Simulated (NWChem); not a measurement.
**SnS (SMILES [S][Sn]) at 6 levels**

Wanted: a comparison of 6 runs (HF/STO-3G, BLYP/def2-TZVP, PBE0/def2-TZVP, SVWN5/def2-TZVP, r2SCAN/def2-TZVP, CCSD/def2-TZVP) of SnS. 

The calculation is run with NWChem 7.3.0.

### 1 Starting point

SnS has 2 atoms, charge 0, and is taken as a singlet. SMILES: `[S][Sn]`. The bond length is the measured one.

Bond lengths: S1–Sn2 2.209 Å.

### 2 Energy and gradient at HF/STO-3G (run 1)

ssn.xyz

```xyz
2
SSn
S      0.000000     0.000000     0.000000
Sn     0.000000     0.000000     2.209026
```

run.py

```python
from ase.io import read
from ase.calculators.nwchem import NWChem

mol = read('ssn.xyz')

calc = NWChem(
    label='ssn',
    theory='scf',
    memory='2200 mb',
    basis='STO-3G',
    basispar='spherical bse',
    scf={'nopen': '0', 'rhf': None, 'thresh': '1e-08', 'maxiter': '80'},
)
mol.calc = calc

forces = mol.get_forces()
print(f"energy = {mol.get_potential_energy():.6f} eV")
print("forces (eV/A):")
for s, f in zip(mol.symbols, forces):
    print(f"{s:2s} {f[0]:10.5f} {f[1]:10.5f} {f[2]:10.5f}")
print("dipole (e A):", mol.get_dipole_moment().round(4))
```

Command:

```bash
$ export ASE_NWCHEM_COMMAND="nwchem PREFIX.nwi > PREFIX.nwo"
$ python run.py
```

The log of the run:

```text
energy = -172967.805777 eV
forces (eV/A):
S     0.00000   -0.00000    3.79860
Sn   -0.00000    0.00000   -3.79860
dipole (e A): [ 0.     -0.      0.3904]
```

The calculator wrote ssn.nwi:

```
title "ssn"

permanent_dir ssn

scratch_dir ssn

start ssn

geometry units angstrom nocenter noautosym noautoz
  S  0.0000000000000000e+00 0.0000000000000000e+00 0.0000000000000000e+00
  Sn 0.0000000000000000e+00 0.0000000000000000e+00 2.2090260000000002e+00
end

memory 2200 mb

basis spherical bse noprint
   * library STO-3G
end

scf
  nopen 0
  rhf
  thresh 1e-08
  maxiter 80
end

task scf gradient
```

ssn.nwo:

```text
Northwest Computational Chemistry Package (NWChem) 7.3.0
             --------------------------------------------------------

           Job information
           ---------------

    nwchem branch   = 7.3.0
    use scalapack   = T
    input           = ssn.nwi
    prefix          = ssn.
    data base       = ssn/ssn.db
    status          = startup
    nproc           =        1

           Memory information
           ------------------

    heap     =     72089596 doubles =      550.0 Mbytes
    stack    =     72089601 doubles =      550.0 Mbytes
    global   =    144179200 doubles =     1100.0 Mbytes (distinct from heap & stack)
    total    =    288358397 doubles =     2200.0 Mbytes
    verify   = yes
    hardfail = no

           Directory information
           ---------------------

  0 permanent = ssn
  0 scratch   = ssn

                                NWChem Input Module
                                -------------------

                                        ssn
                                        ---

[... 89 lines left out ...]
 Convergence threshold     :          1.000E-08
[... 12 lines left out ...]
       Final RHF  results
[... 3 lines left out ...]
      One-electron energy =  -9181.421674439220
[... 1 line left out ...]
 Nuclear repulsion energy =    191.641836356728
[... 44 lines left out ...]
                       ROHF Final Molecular Orbital Analysis
[... 114 lines left out ...]
       Multipole analysis of the density wrt the origin
       ------------------------------------------------

     L   x y z        total         open         nuclear
     -   - - -        -----         ----         -------
     0   0 0 0     -0.000000      0.000000     66.000000

     1   1 0 0      0.000000      0.000000      0.000000
[... 8 lines of this table left out ...]
     2   0 0 2    -26.041320      0.000000    871.303244

                              NWChem Gradients Module
                              -----------------------

                                        ssn

  wavefunction    =   RHF

                         RHF ENERGY GRADIENTS

    atom               coordinates                        gradient
                 x          y          z           x          y          z
   1 S       0.000000   0.000000   0.000000   -0.000000   0.000000  -0.073871
   2 Sn      0.000000   0.000000   4.174454    0.000000  -0.000000   0.073871

                 ----------------------------------------
                 |  Time  |  1-e(secs)   |  2-e(secs)   |
                 ----------------------------------------
                 |  CPU   |       0.00   |       0.62   |
                 ----------------------------------------
                 |  WALL  |       0.00   |       0.62   |
                 ----------------------------------------

 Task  times  cpu:        2.5s     wall:        2.5s
 Total times  cpu:        2.5s     wall:        2.5s
```

It took 3.6 s on 1 thread of Intel Xeon 6975P-C (Granite Rapids), shared host; peak memory 0.096 GiB.

### 3 Energy and gradient at BLYP/def2-TZVP (core potential) (run 2)

run.py

```python
from ase import Atoms
from ase.calculators.nwchem import NWChem

molecule = Atoms(['S', 'Sn'], positions=[
    [0.000000, 0.000000, 0.000000],
    [0.000000, 0.000000, 2.209026],
])

calc = NWChem(
    label='calc',
    theory='dft',
    memory='2200 mb',
    basis='def2-TZVP',
    basispar='spherical bse',
    dft={'xc': 'becke88 lyp', 'mult': '1', 'grid': 'xfine', 'convergence': 'energy 1e-08', 'iterations': '100', 'mulliken': None, 'print': 'low'},
    **{'ecp bse': {'Sn library': 'def2-TZVP'}},
)
molecule.calc = calc

forces = molecule.get_forces()
print(f"energy = {molecule.get_potential_energy():.6f} eV")
print("forces (eV/A):")
for s, f in zip(molecule.symbols, forces):
    print(f"{s:2s} {f[0]:10.5f} {f[1]:10.5f} {f[2]:10.5f}")
```

Command:

```bash
$ export ASE_NWCHEM_COMMAND="nwchem PREFIX.nwi > PREFIX.nwo"
$ python run.py
```

The log of the run:

```text
energy = -16667.289483 eV
forces (eV/A):
S    -0.00000   -0.00000   -0.90575
Sn    0.00000    0.00000    0.90575
```

The calculator wrote calc.nwi:

```
title "calc"

permanent_dir calc

scratch_dir calc

start calc

geometry units angstrom nocenter noautosym noautoz
  S  0.0000000000000000e+00 0.0000000000000000e+00 0.0000000000000000e+00
  Sn 0.0000000000000000e+00 0.0000000000000000e+00 2.2090260000000002e+00
end

memory 2200 mb

basis spherical bse noprint
   * library def2-TZVP
end

dft
  xc becke88 lyp
  mult 1
  grid xfine
  convergence energy 1e-08
  iterations 100
  mulliken
  print low
end
ecp bse
  Sn library def2-TZVP
end

task dft gradient
```

calc.nwo:

```text
Northwest Computational Chemistry Package (NWChem) 7.3.0
             --------------------------------------------------------

           Job information
           ---------------

    nwchem branch   = 7.3.0
    use scalapack   = T
    input           = calc.nwi
    prefix          = calc.
    data base       = calc/calc.db
    status          = startup
    nproc           =        1

           Memory information
           ------------------

    heap     =     72089598 doubles =      550.0 Mbytes
    stack    =     72089595 doubles =      550.0 Mbytes
    global   =    144179200 doubles =     1100.0 Mbytes (distinct from heap & stack)
    total    =    288358393 doubles =     2200.0 Mbytes
    verify   = yes
    hardfail = no

           Directory information
           ---------------------

  0 permanent = calc
  0 scratch   = calc

                                NWChem Input Module
                                -------------------

                                       calc
                                       ----

[... 21 lines left out ...]
            Nuclear Dipole moment (a.u.)
[... 48 lines left out ...]
   convergence    iter        energy       DeltaE   RMS-Dens  Diis-err    time
[... 15 lines left out ...]
         Total DFT energy =     -612.511595988175
      One electron energy =    -1094.957915219650
           Coulomb energy =      441.806707860633
    Exchange-Corr. energy =      -43.682796626119
 Nuclear repulsion energy =       84.322407996960
[... 3 lines left out ...]
     Total iterative time =     17.5s

     ---------------------------------------------
      Total Density - Mulliken Population Analysis
     ---------------------------------------------

    Atom       Charge   Shell Charges
 -----------   ------   -------------------------------------------------------
    1 S   16    16.44   2.01  0.47  1.49  1.16  0.75  4.19  1.66  0.95  2.26  1.45  0.01  0.03  0.00
    2 Sn  22    21.56   0.30 -0.81  1.63  0.89  1.23  0.69 -0.40  6.37  0.61  0.71  0.25  8.82  1.15  0.10  0.00  0.02

     -------------------------------------------
      Total Density - Lowdin Population Analysis
     -------------------------------------------

    Atom       Charge   Shell Charges
 -----------   ------   -------------------------------------------------------
    1 S   16    16.05   1.99  0.84  1.13  0.90  0.73  3.91  1.88  1.06  2.00  1.52  0.01  0.07  0.01
    2 Sn  22    21.95   0.00  0.02  0.91  1.06  0.91  0.83  0.08  5.45  0.98  0.93  0.45  8.27  1.66  0.33  0.00  0.08

                         DFT ENERGY GRADIENTS

    atom               coordinates                        gradient
                 x          y          z           x          y          z
   1 S       0.000000   0.000000   0.000000    0.000000   0.000000   0.017614
   2 Sn      0.000000   0.000000   4.174454   -0.000000  -0.000000  -0.017614

 Task  times  cpu:       23.6s     wall:       23.6s
 Total times  cpu:       23.6s     wall:       23.6s
```

Wall time 25 s (1 thread of Intel Xeon 6975P-C (Granite Rapids), shared host); peak memory 0.13 GiB.

Run 3 isn't shown in full; the table further down has it.

### 4 Energy and forces at SVWN5/def2-TZVP (core potential) (run 4)

a.xyz

```xyz
2
SSn SVWN5
S      0.000000     0.000000     0.000000
Sn     0.000000     0.000000     2.209026
```

run.py

```python
from ase.io import read
from ase.calculators.nwchem import NWChem

atoms = read('a.xyz')

calc = NWChem(
    label='a',
    theory='dft',
    memory='2200 mb',
    basis='def2-TZVP',
    basispar='spherical bse',
    dft={'xc': 'slater vwn_5', 'mult': '1', 'grid': 'xfine', 'convergence': 'energy 1e-08', 'iterations': '100', 'mulliken': None},
    **{'ecp bse': {'Sn library': 'def2-TZVP'}},
)
atoms.calc = calc

forces = atoms.get_forces()
print("Total energy (eV):", round(atoms.get_potential_energy(), 6))
print("forces (eV/A):")
for s, f in zip(atoms.symbols, forces):
    print(f"{s:2s} {f[0]:10.5f} {f[1]:10.5f} {f[2]:10.5f}")
print("dipole (e A):", atoms.get_dipole_moment().round(4))
```

Command:

```bash
$ export ASE_NWCHEM_COMMAND="nwchem PREFIX.nwi > PREFIX.nwo"
$ python run.py
```

The log of the run:

```text
Total energy (eV): -16622.464016
forces (eV/A):
S    -0.00000   -0.00000    0.07184
Sn    0.00000    0.00000   -0.07184
dipole (e A): [0.     0.     0.6272]
```

The calculator wrote a.nwi:

```
title "a"

permanent_dir a

scratch_dir a

start a

geometry units angstrom nocenter noautosym noautoz
  S  0.0000000000000000e+00 0.0000000000000000e+00 0.0000000000000000e+00
  Sn 0.0000000000000000e+00 0.0000000000000000e+00 2.2090260000000002e+00
end

memory 2200 mb

basis spherical bse noprint
   * library def2-TZVP
end

dft
  xc slater vwn_5
  mult 1
  grid xfine
  convergence energy 1e-08
  iterations 100
  mulliken
end
ecp bse
  Sn library def2-TZVP
end

task dft gradient
```

a.nwo:

```text
Northwest Computational Chemistry Package (NWChem) 7.3.0
             --------------------------------------------------------

           Job information
           ---------------

    nwchem branch   = 7.3.0
    use scalapack   = T
    input           = a.nwi
    prefix          = a.
    data base       = a/a.db
    status          = startup
    nproc           =        1

           Memory information
           ------------------

    heap     =     72089598 doubles =      550.0 Mbytes
    stack    =     72089595 doubles =      550.0 Mbytes
    global   =    144179200 doubles =     1100.0 Mbytes (distinct from heap & stack)
    total    =    288358393 doubles =     2200.0 Mbytes
    verify   = yes
    hardfail = no

           Directory information
           ---------------------

  0 permanent = a
  0 scratch   = a

                                NWChem Input Module
                                -------------------

                                         a
                                         -

[... 64 lines left out ...]
  convergence criterion.
[... 17 lines left out ...]
          Convergence on gradient requested:  5.00D-04
[... 21 lines left out ...]
          Convergence aids based upon iterative change in
[... 28 lines left out ...]
 1-e energy   =   -1093.592983
[... 46 lines left out ...]
         Total DFT energy =     -610.864290442438
[... 2 lines left out ...]
    Exchange-Corr. energy =      -41.980323678335
[... 696 lines left out ...]
          Convergence on energy requested:  1.00D-08
[... 19 lines left out ...]
          Spatial weights used:  Erf1
[... 4 lines left out ...]
          total energy or number of iterations.
[... 10 lines left out ...]
      Screening Tolerance Information
      -------------------------------
          Density screening/tol_rho:  1.00D-11
          AO Gaussian exp screening on grid/accAOfunc:  18
          CD Gaussian exp screening on grid/accCDfunc:  20
          XC Gaussian exp screening on grid/accXCfunc:  20
          Schwarz screening/accCoul:  1.00D-09

                            NWChem DFT Gradient Module
                            --------------------------

                                         a

  charge          =   0.00
  wavefunction    = closed shell

                         DFT ENERGY GRADIENTS

    atom               coordinates                        gradient
                 x          y          z           x          y          z
   1 S       0.000000   0.000000   0.000000    0.000000   0.000000  -0.001397
   2 Sn      0.000000   0.000000   4.174454   -0.000000  -0.000000   0.001397

                 ----------------------------------------
                 |  Time  |  1-e(secs)   |  2-e(secs)   |
                 ----------------------------------------
                 |  CPU   |       0.01   |       4.64   |
                 ----------------------------------------
                 |  WALL  |       0.01   |       4.64   |
                 ----------------------------------------

 Task  times  cpu:       17.8s     wall:       17.8s
 Total times  cpu:       17.8s     wall:       17.8s
```

Run time: 19 s. Hardware: 1 thread of Intel Xeon 6975P-C (Granite Rapids), shared host; peak memory 0.13 GiB.

Run 5 isn't shown in full; the table further down has it.

### 5 The energy at CCSD/def2-TZVP (core potential) (run 6)

test.xyz

```xyz
2
SSn
S      0.000000     0.000000     0.000000
Sn     0.000000     0.000000     2.209026
```

run.py

```python
from ase.io import read
from ase.calculators.nwchem import NWChem

system = read('test.xyz')

calc = NWChem(
    label='test',
    theory='ccsd',
    memory='2200 mb',
    basis='def2-TZVP',
    basispar='spherical bse',
    scf={'nopen': '0', 'rhf': None, 'thresh': '1e-08', 'maxiter': '80'},
    ccsd={'freeze': 'core 9', 'maxiter': '60'},
    task='energy',
    **{'ecp bse': {'Sn library': 'def2-TZVP'}},
)
system.calc = calc

print(f"energy = {system.get_potential_energy():.6f} eV")
```

Command:

```bash
$ export ASE_NWCHEM_COMMAND="nwchem PREFIX.nwi > PREFIX.nwo"
$ python run.py
```

The log of the run:

```text
energy = -16637.242909 eV
```

The calculator wrote test.nwi:

```
title "test"

permanent_dir test

scratch_dir test

start test

geometry units angstrom nocenter noautosym noautoz
  S  0.0000000000000000e+00 0.0000000000000000e+00 0.0000000000000000e+00
  Sn 0.0000000000000000e+00 0.0000000000000000e+00 2.2090260000000002e+00
end

memory 2200 mb

basis spherical bse noprint
   * library def2-TZVP
end

scf
  nopen 0
  rhf
  thresh 1e-08
  maxiter 80
end
ccsd
  freeze core 9
  maxiter 60
end
ecp bse
  Sn library def2-TZVP
end

task ccsd energy
```

test.nwo:

```text
Northwest Computational Chemistry Package (NWChem) 7.3.0
             --------------------------------------------------------

           Job information
           ---------------

    nwchem branch   = 7.3.0
    use scalapack   = T
    input           = test.nwi
    prefix          = test.
    data base       = test/test.db
    status          = startup
    nproc           =        1

           Memory information
           ------------------

    heap     =     72089598 doubles =      550.0 Mbytes
    stack    =     72089595 doubles =      550.0 Mbytes
    global   =    144179200 doubles =     1100.0 Mbytes (distinct from heap & stack)
    total    =    288358393 doubles =     2200.0 Mbytes
    verify   = yes
    hardfail = no

           Directory information
           ---------------------

  0 permanent = test
  0 scratch   = test

                                NWChem Input Module
                                -------------------

                                       test
                                       ----

[... 93 lines left out ...]
 Convergence threshold     :          1.000E-08
[... 12 lines left out ...]
       Final RHF  results
[... 3 lines left out ...]
      One-electron energy =  -1094.579579509294
[... 1 line left out ...]
 Nuclear repulsion energy =     84.322407996960
[... 37 lines left out ...]
                       ROHF Final Molecular Orbital Analysis
[... 240 lines left out ...]
 MP2 Corr. energy:             -0.468988653315243
[... 22 lines left out ...]
  Failed reading restart vector from test/test.t2
[... 3 lines left out ...]
             energy      energy      error      ampl     ampl      Block
[... 6 lines left out ...]
                  *************converged*************
[... 1 line left out ...]
 -----------
 CCSD Energy
 -----------
 Reference energy:            -610.937483412848565
 CCSD corr. energy:             -0.469921356248252
 Total CCSD energy:           -611.407404769096843

 --------------------------------
 Spin Component Scaled (SCS) CCSD
 --------------------------------
 Same spin contribution:                 -0.134505105205674
 Same spin scaling factor:                1.130000000000000
 Opposite spin contribution:             -0.335416251042578
 Opposite spin scaling fact.:             1.270000000000000
 SCS-CCSD correlation energy:            -0.577969407706486
 Total SCS-CCSD energy:                -611.515452820555083

 routine      calls  cpu(0)   cpu-min  cpu-ave  cpu-max   i/o
 aoccsd          1     0.01     0.01     0.01     0.01    0.00
 iterdrv         1     0.02     0.02     0.02     0.02    0.00
 pampt          11     0.07     0.07     0.07     0.07    0.00
[... 9 lines of this table left out ...]
 Total                57.70    57.70    57.70    57.70    0.00

 Task  times  cpu:       78.6s     wall:       78.6s
 Total times  cpu:       78.6s     wall:       78.6s
```

It took 80 s on 1 thread of Intel Xeon 6975P-C (Granite Rapids), shared host; peak memory 0.17 GiB.

### 6 The series

```
run                              level  iteration cap  module   energy (Eh)  dipole moment (D)  HOMO energy (eV)  LUMO energy (eV)  wall time
  1                          HF/STO-3G             80     scf  -6356.449672               1.88             -5.38              5.07      3.6 s
  2    BLYP/def2-TZVP (core potential)            100     dft   -612.511596                  –                 –                 –       25 s
  3    PBE0/def2-TZVP (core potential)            100     dft   -612.415486               3.44             -7.32             -2.49       22 s
  4   SVWN5/def2-TZVP (core potential)            100     dft   -610.864290               3.01             -6.52             -3.36       19 s
  5  r2SCAN/def2-TZVP (core potential)            100     dft   -612.602743               3.23             -6.59             -3.08       29 s
  6    CCSD/def2-TZVP (core potential)             80    ccsd   -611.407405                  –             -9.50              0.08       80 s
```

### 7 Results

| quantity | value |
| --- | --- |
| run 6: total energy | -611.40740 Eh |
| run 6: HOMO energy (Hartree–Fock orbitals) | -9.50 eV |
| run 6: LUMO energy (Hartree–Fock orbitals) | 0.08 eV |
| run 6: HOMO–LUMO gap (Hartree–Fock orbitals) | 9.58 eV |
| run 6: correlation energy (9 core orbitals frozen) | -469.9 mEh |

Over runs 1, 3, 4, 5 the dipole moment (its size) runs from 1.88 D (HF/STO-3G) to 3.44 D (PBE0/def2-TZVP). The two ends differ in method and basis and core potential. Over runs 1, 3, 4, 5 the HOMO–LUMO gap runs from 3.16 eV (SVWN5/def2-TZVP) to 10.45 eV (HF/STO-3G). Totals of different functionals can't be ranked against each other. Some runs of one species differ in core potentials or relativity; totals across that change don't compare. In run 1 the basis is minimal, so the values are rough. In run 1 relativity is left out where basis or elements ask for it. All runs together took 3 min, the longest 80 s.
